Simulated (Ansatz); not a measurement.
I need a single point of K2LiCuF6, space group Fm-3m. Use Ansatz 0.2.0 through its Python package. Settings: PBEsol, PAW, cutoff 550 eV, 4×4×4 k-points, Gaussian smearing of 0.1 eV.

Contents of `k2licuf6.extxyz`:
```text
10
Lattice="0.0 4.049846 4.049846 4.049846 0.0 4.049846 4.049846 4.049846 0.0" Properties=species:S:1:pos:R:3 pbc="T T T"
K     2.02492300    2.02492300    2.02492300
K     6.07476900    6.07476900    6.07476900
Li    4.04984600    4.04984600    4.04984600
Cu    0.00000000    0.00000000    0.00000000
F     1.93993293    4.04984600    4.04984600
F     6.15975907    4.04984600    4.04984600
F     4.04984600    1.93993293    4.04984600
F     4.04984600    6.15975907    4.04984600
F     4.04984600    4.04984600    1.93993293
F     4.04984600    4.04984600    6.15975907
```

`k2licuf6_scf.py`
```python
# -*- coding: utf-8 -*-
"""SCF run for K2LiCuF6."""

import ansatz as az
import numpy as np
import pandas as pd

crystal = az.Crystal.from_extxyz("k2licuf6.extxyz")

# functional, basis and sampling
calc = (
    crystal.calculation()
    .functional("pbesol")
    .basis(550)
    .kpoints(length=20)
    .occupations(az.OccupationsMethod.GAUSSIAN)
    .stress()
    .forces()
)
def show(event):
    row = event["data"]
    if event["event"] == "scf_iter" and row.get("free_energy_ev") is not None:
        print(f"  iteration {row['iter']:3d}  F = {row['free_energy_ev']:.6f} eV  residual {row['dr2_ev']:.2e}")


outcome = calc.session().plan().execute(on_event=show)
data = outcome.report

n_atoms = len(data["lattice"]["sites"])
print("F =", round(data["free_energy_ev"], 4), "eV for", n_atoms, "atoms")
print("E(sigma -> 0) =", round(data["energy_sigma0_ev"], 4), "eV, TS =", round(data["entropy_ts_ev"], 5), "eV")
print("closed by", data["closed_by"], "after", data["n_iterations"], "iterations")

# pressure is a third of the trace
sigma = data["stress_gpa"]
voigt = [sigma[0][0], sigma[1][1], sigma[2][2], sigma[1][2], sigma[0][2], sigma[0][1]]
print("stress xx yy zz yz xz xy (GPa):", " ".join(f"{s:.3f}" for s in voigt))
print("P =", round(10 * float(np.mean(voigt[:3])), 2), "kbar")

print(calc.to_yaml())

# forces, one row an atom
table = pd.DataFrame(data["forces_ev_ang"], columns=["fx", "fy", "fz"])
table.insert(0, "atom", [site["symbol"] for site in data["lattice"]["sites"]])
print(table.round(4).to_string())
```

```console
$ python k2licuf6_scf.py
  iteration  11  F = -14632.638361 eV  residual 1.90e-09
F = -14632.6384 eV for 10 atoms
E(sigma -> 0) = -14632.611 eV, TS = 0.05481 eV
closed by deck_thresholds after 11 iterations
stress xx yy zz yz xz xy (GPa): -3.482 -3.482 -3.482 0.000 0.000 0.000
P = -34.82 kbar
crystal:
  lattice:
    - [0.0, 4.049846, 4.049846]
    - [4.049846, 0.0, 4.049846]
    - [4.049846, 4.049846, 0.0]
  atoms:
    - { symbol: K, position: [0.25, 0.25, 0.25] }
    - { symbol: K, position: [0.75, 0.75, 0.75] }
    - { symbol: Li, position: [0.5, 0.5, 0.5] }
    - { symbol: Cu, position: [0.0, 0.0, 0.0] }
    - { symbol: F, position: [0.760493000227663, 0.23950699977233705, 0.23950699977233705] }
    - { symbol: F, position: [0.23950699977233697, 0.760493000227663, 0.760493000227663] }
    - { symbol: F, position: [0.23950699977233705, 0.760493000227663, 0.23950699977233705] }
    - { symbol: F, position: [0.760493000227663, 0.23950699977233697, 0.760493000227663] }
    - { symbol: F, position: [0.23950699977233705, 0.23950699977233705, 0.760493000227663] }
    - { symbol: F, position: [0.760493000227663, 0.760493000227663, 0.23950699977233697] }
basis:
  ecutwfc: 550.0
kpoints:
  mp_grid:
    grid: [4, 4, 4]
hamiltonian:
  xc: pbesol
scf:
  occupations:
    method: gaussian
output:
  forces: true
  stress: true

  atom      fx      fy      fz
0    K -0.0000  0.0000  0.0000
1    K -0.0000  0.0000  0.0000
2   Li  0.0000 -0.0000 -0.0000
3   Cu  0.0000 -0.0000  0.0000
4    F -0.1491  0.0000  0.0000
5    F  0.1491 -0.0000  0.0000
6    F  0.0000 -0.1491  0.0000
7    F -0.0000  0.1491 -0.0000
8    F  0.0000 -0.0000 -0.1491
9    F  0.0000  0.0000  0.1491
```

Caveats:
- Absolute energies stand on the zero of these potentials, so only differences at equal settings mean something. A total without «per atom» is that of the cell as typed.
- No spin polarisation was allowed.
- For a metal this k-point mesh is coarse: on a finer one energies can move by several to tens of meV an atom and pressures by half a GPa or more, differences at one mesh by less.
- Without a Hubbard U or exact exchange, semilocal functionals often make such 3d compounds metallic or too weakly gapped.
- The structure comes from a database of computed cells and needn't be a stable or known phase.

(A comment or docstring line of the script was reworded after the run, the code is as it ran; lines on the test bed's own set-up are left out of the output.)
